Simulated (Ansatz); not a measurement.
# ClF3H4OW: the cost of one run

All numbers below are computed with Ansatz 0.2.0 (RKS B3LYP-D4/def2-SVP).

**1. The structure to begin with**

Bond lengths: W1–F2 2.200 Å, W1–F3 1.850 Å, W1–F4 1.850 Å, W1–O5 1.940 Å, O5–H6 1.010 Å, W1–H7 1.720 Å, W1–H8 1.720 Å, W1–Cl9 2.690 Å. Angles (14 of 22 angles, heavy atoms first): F2–W1–F3 90.0°, F2–W1–F4 90.0°, F2–W1–O5 90.0°, F2–W1–Cl9 71.6°, F3–W1–F4 90.0°, F3–W1–O5 180.0°, F3–W1–Cl9 48.9°, F4–W1–O5 90.0°, F4–W1–Cl9 46.8°, O5–W1–Cl9 131.1°, F2–W1–H7 90.0°, F2–W1–H8 180.0°, F3–W1–H7 90.0°, F3–W1–H8 90.0°.

Coordinates:

```xyz
10

W     0.0000    0.0000    0.0000
F     0.0000    0.0000    2.2000
F     1.8500    0.0000    0.0000
F     0.0000    1.8500    0.0000
O    -1.9400    0.0000    0.0000
H    -2.2771   -0.1263    0.9437
H     0.0000   -1.7200    0.0000
H     0.0000    0.0000   -1.7200
Cl    1.7678    1.8416    0.8482
H     0.8742    0.9107    2.0396
```

**2. A restrained relaxation towards end A**

Springs on the bonds that form and break draw the guess towards this end; the thresholds are loose.

input.yaml

```yaml
crystal:
  periodic: [false, false, false]
  atoms:
    - { symbol: W, position_ang: [0.0, 0.0, 0.0] }
    - { symbol: F, position_ang: [0.0, 0.0, 2.2] }
    - { symbol: F, position_ang: [1.85, 0.0, 0.0] }
    - { symbol: F, position_ang: [0.0, 1.85, 0.0] }
    - { symbol: O, position_ang: [-1.94, 0.0, 0.0] }
    - { symbol: H, position_ang: [-2.2771, -0.1263, 0.9437] }
    - { symbol: H, position_ang: [0.0, -1.72, 0.0] }
    - { symbol: H, position_ang: [0.0, 0.0, -1.72] }
    - { symbol: Cl, position_ang: [1.7678, 1.8416, 0.8482] }
    - { symbol: H, position_ang: [0.8742, 0.9107, 2.0396] }
basis:
  gaussian: { orbitals: def2-SVP }
hamiltonian:
  xc: b3lyp
  dispersion: d4
relax:
  f_tol: 0.15
  max_steps: 25
  restrain:
    - { distance: [0, 8], at: 3.59, k: 30.0 }
    - { distance: [9, 1], at: 2.12, k: 30.0 }
    - { distance: [0, 1], at: 1.85, k: 30.0 }
    - { distance: [9, 8], at: 1.37, k: 30.0 }
output:
  orbitals: {}
```

Launch:

```sh
$ ansatz run input.yaml --threads 4 --pin off --max-ram 5120MiB --backend cpu --events-out ev --progress --plain --runs-dir out
```

**Question.** How long does this run take on 4 threads of AMD EPYC 7R43 (Zen 3), shared host, and how much memory does it need?

About 43 s, with a peak of 0.34 GiB.
